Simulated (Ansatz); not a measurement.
# MoSb (zincblende): equation of state

The task here is to estimate one member of a computed series from the others.

Computed with Ansatz 0.2.0 (DFT PBE, scalar-relativistic, plane waves, PAW, unless a step's input says otherwise).

3 further runs of the same task are left out: 2 that didn't finish, 1 set aside as unsound or not needed. Runs told in other sessions of the task aren't counted.

## Starting point

It takes space group F-43m (No. 216, cubic). Conventional cell: a = 6.125 Å, b = 6.125 Å, c = 6.125 Å, α = 90.00°, β = 90.00°, γ = 90.00°. Mo (site symmetry -43m) is surrounded by 4 Sb at 2.65 Å. Sb (site symmetry -43m) has 4 Mo at 2.65 Å in its first shell of neighbours.

As a file:

```xyz
2
Lattice="0.0000 3.0626 3.0626 3.0626 0.0000 3.0626 3.0626 3.0626 0.0000" Properties=species:S:1:pos:R:3 pbc="T T T"
Mo    0.0000    0.0000    0.0000
Sb    1.5313    1.5313    1.5313
```

This cell comes from an earlier session at PBE: 28.726 Å³/atom at -0.01 GPa, on a 10×10×10 mesh.

Volume factors to run: 0.980, 1.020, 0.960, 1.040, 1.070, 1.100, 0.945.

Set-up of the first run:

input.yaml

```yaml
crystal:
  lattice:
    - [0.0, 3.042070968, 3.042070968]
    - [3.042070968, 0.0, 3.042070968]
    - [3.042070968, 3.042070968, 0.0]
  atoms:
    - { symbol: Mo, position: [0.0, 0.0, 0.0] }
    - { symbol: Sb, position: [0.25, 0.25, 0.25] }
basis:
  ecutwfc: 420
  ecutrho_ratio: 4
kpoints:
  mp_grid: { grid: [10, 10, 10] }
hamiltonian:
  xc: pbe
scf:
  occupations: { method: gaussian, width: 0.05 }
output:
  forces: true
  stress: true
  eigenvalues: true
```

Started as:

```bash
> ansatz run input.yaml --threads 2 --pin off --max-ram 2662MiB --backend cpu --events-out ev --progress --plain --runs-dir out
```

Steps of the session up to this table: Scaling the volume by 0.980; At 1.020 of the relaxed volume; At 0.960 of the relaxed volume; Scaling the volume by 1.040; At 1.070 of the relaxed volume; At 1.100 of the relaxed volume; Volume × 0.945.

One of the session's tables, all rows but one given; the rest of the session is left out.

It belongs to the step «Energy and pressure against volume». 

| volume (Å³/atom) | energy (meV/atom) | pressure (GPa) |
| --- | --- | --- |
| 27.146 | 23.36 | 5.02 |
| 27.577 | 11.96 | 3.49 |
| 28.152 | 2.84 | 1.65 |
| 28.726 | 0.00 | -0.01 |
| 29.301 | ? | ? |
| 29.876 | 10.64 | -2.83 |
| 30.737 | 30.74 | -4.57 |
| 31.599 | 59.48 | -6.04 |

**Question.** Estimate the row for volume (Å³/atom) = 29.301.

Worked estimate for «energy (meV/atom)». A straight line through the neighbours (28.726, 0.00) and (29.876, 10.64) gives 0.00 + (10.64 − 0.00) × (29.301 − 28.726) / (29.876 − 28.726) = 5.32; a parabola fitted to 4 rows on both sides gives 2.89.

As computed: energy (meV/atom): 2.79; pressure (GPa): -1.49. In «energy (meV/atom)» the line misses by +2.53 and the parabola by +0.10.
